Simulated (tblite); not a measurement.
# C4H3F6NOSi: the cost of one run

The runs use tblite 0.8.0 and PySCF 2.14.0, with density-fitted response routines of our own; the level of theory stands in each step. All values are computed, except where a source is named. Atoms count from 0, in the outputs and in this text.

## (1) The molecule as given

16 atoms, charge 0, multiplicity 1; geometry from: force field or distance geometry start.

Bonds of the start (Å): N0–C1 1.13, C1–C2 1.46, C2–O3 1.34, O3–Si4 1.68, Si4–C5 1.84, C5–F6 1.40, C5–F7 1.40, C5–F8 1.37, C2–C9 1.53, C9–F10 1.39, C9–F11 1.37, C9–F12 1.39, C2–H13 1.11, Si4–H14 1.48, Si4–H15 1.49.

## (2) Optimising the geometry with GFN2-xTB

Job settings and geometry (Å):

```
{"job": {"kind": "relax", "xc": "GFN2-xTB", "basis": "xTB"}, "charge": 0, "multiplicity": 1}
N     -0.778800    -1.706700    -2.759500
C     -0.810600    -1.072900    -1.826200
C     -0.795500    -0.269400    -0.604000
O     -0.293600    -0.905100     0.460200
Si     0.964900    -0.196900     1.320900
C      2.270100     0.600400     0.292900
F      2.910400    -0.294500    -0.576000
F      3.299900     1.032600     1.134000
F      1.863400     1.710300    -0.406600
C     -2.246300     0.109000    -0.303600
F     -2.989000    -1.055600    -0.119700
F     -2.300200     0.863100     0.838200
F     -2.819600     0.794300    -1.366300
H     -0.245900     0.685500    -0.734300
H      0.379200     0.871600     2.163800
H      1.584200    -1.156800     2.277200
```

Started as:

```console
$ OMP_NUM_THREADS=2 python probes_run.py task.json out
```

The driver reads the jobs from task.json and runs them one after another.

**Question.** How long does this first job take on 2 threads of AMD EPYC 7R43, shared host, and how much memory does it need?

About 2.6 s, with a peak of 0.18 GiB.
